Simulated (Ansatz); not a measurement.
# MgS (Fm-3m): band structure

Does MgS (Fm-3m) have a gap, and where are its band edges? Aim: a band structure, for MgS (Fm-3m), run from a script.

All numbers are computed with Ansatz 0.2.0 through its Python package. Level of theory: DFT PBE, plane waves, PAW.

## 1. The system

Symmetry: Fm-3m, No. 225, cubic system. Conventional cell: a = 5.203 Å, b = 5.203 Å, c = 5.203 Å, α = 90.00°, β = 90.00°, γ = 90.00°. Mg (site symmetry m-3m) is surrounded by 6 S at 2.60 Å. Around S (site symmetry m-3m) lie 6 Mg at 2.60 Å.

The script holds or builds the structure itself.

## 2. Script

File mgs_bands.py:

```python
from collections import Counter
from pathlib import Path
import json

import ansatz as az
import matplotlib.pyplot as plt
import numpy as np

xtal = (
    az.Lattice.of((0.0, 2.60165, 2.60165), (2.60165, 0.0, 2.60165), (2.60165, 2.60165, 0.0))
    .atom("Mg", (0.0, 0.0, 0.0))
    .atom("S", (0.5, 0.5, 0.5))
)

path = [
    ("K", (0.375, 0.375, 0.75)),
    ("G", (0.0, 0.0, 0.0)),
    ("L", (0.5, 0.5, 0.5)),
    ("W", (0.5, 0.25, 0.75)),
    ("X", (0.5, 0.0, 0.5)),
]
calc = (
    xtal.calculation()
    .functional(az.Functional.PBE)
    .pseudopotentials("paw")
    .kpoints(3, 3, 3, shift=0.5)
    .occupations("Fixed")
    .eigensolver("auto", mixed_precision=False)
    .initial_density(normalization="atom")
    .scf(lower_state_search="off")
    .band_structure([point for _, point in path], intervals=10)
    .scf(extra_bands=8)
    .density()
    .electron_localization_function()
    .output_files(volumetric_format="npy")
)
outcome = calc.run(events_out="events.ndjson")
r = outcome.report
with open("events.ndjson") as stream:
    kinds = Counter(json.loads(line)["event"] for line in stream)
print("events:", {kind: kinds[kind] for kind in ("scf_iter", "scf_done", "notice", "finished")})

print("%-22s %14.5f eV" % ("F = E - TS", r["free_energy_ev"]))
print("%-22s %14.5f eV" % ("E", r["internal_energy_ev"]))
print("%-22s %14.5f eV" % ("Harris-Foulkes", r["harris_foulkes_ev"]))
print("%-22s %14.5f eV" % ("Fermi level", r["fermi_energy_ev"]))

folder = Path(outcome.write_results("elf"))
elf = np.load(folder / "elf.npy")
peak = np.unravel_index(elf.argmax(), elf.shape)
print(f"largest ELF {elf.max():.3f} at grid fractions", np.round(np.array(peak) / elf.shape, 3))
for level in (0.2, 0.5, 0.7, 0.8, 0.9):
    print(f"share of the cell with ELF over {level}: {np.mean(elf > level):.3f}")

bands = outcome.band_structure()
fermi = bands.fermi_energy_ev
print(f"zero of the bands: {fermi:.3f} eV, the Fermi level found on the SCF mesh")
reciprocal = 2 * np.pi * np.linalg.inv(outcome.lattice.cell_ang).T
steps = np.linalg.norm(np.diff(bands.kpoints_frac @ reciprocal, axis=0), axis=1)
distance = np.concatenate([[0], np.cumsum(steps)])
fig, ax = plt.subplots(figsize=(5, 4))
for channel, colour in zip(bands.channels, ("C0", "C3")):
    ax.plot(distance, channel.eigenvalues_ev - fermi, colour, lw=1)
ax.set_xticks(distance[::10], [label for label, _ in path])
ax.set(ylim=(-6, 6), ylabel="E - E_F (eV)", xlim=(0, distance[-1]))
ax.grid(axis="x")
fig.savefig("bands.png", dpi=100)
first = bands.channels[0].eigenvalues_ev - fermi
near = np.argsort(np.abs(first.mean(axis=0)))[:4]
for band in sorted(near):
    print(f"band {band + 1}: {first[:, band].min():.3f} to {first[:, band].max():.3f} eV")
```

## 3. The input behind the calls

The package turns the script's settings into the engine's input:

```yaml
crystal:
  lattice:
    - [0.0, 2.60165, 2.60165]
    - [2.60165, 0.0, 2.60165]
    - [2.60165, 2.60165, 0.0]
  atoms:
    - { symbol: Mg, position: [0.0, 0.0, 0.0] }
    - { symbol: S, position: [0.5, 0.5, 0.5] }
kpoints:
  mp_grid:
    grid: [3, 3, 3]
    shift: [0.5, 0.5, 0.5]
  band_path:
    path:
      - [0.375, 0.375, 0.75]
      - [0.0, 0.0, 0.0]
      - [0.5, 0.5, 0.5]
      - [0.5, 0.25, 0.75]
      - [0.5, 0.0, 0.5]
    npoints: 10
hamiltonian:
  xc: pbe
  pseudopotentials:
    kind: paw
scf:
  n_extra_bands: 8
  lower_state_search: "off"
  occupations:
    method: fixed
  eigensolver:
    kind: auto
    mixed_precision: false
  initial_density:
    normalization: atom
output:
  write_density: true
  volumetric_format: npy
  elf: true
```

## 4. The run

On the command line:

```console
> python mgs_bands.py
```

Q: Predict the main results. Wanted: free energy; gap on the path; valence top / conduction bottom; highest ELF outside the cores.

The runs gave:

| quantity | value |
| --- | --- |
| free energy | -2828.7447 eV (-1414.3724 eV/atom) |
| gap on the path | 2.79 eV, indirect |
| valence top / conduction bottom | at Γ / at X |
| highest ELF outside the cores | 0.87, in the shell around S |

Along this path the gap is 2.79 eV and indirect, from the valence top at Γ to the conduction bottom at X. Semilocal functionals usually give gaps below the measured ones. Caveats:
- The k-point mesh is coarse, and energy and stress weren't tested for convergence.
- The zero of the levels is a convention of the potentials, so an absolute Fermi energy is no work function.
- Grid values close to the nuclei reflect the PAW or pseudopotential construction, not the all-electron fields.
- Levels are Kohn-Sham eigenvalues on this mesh.
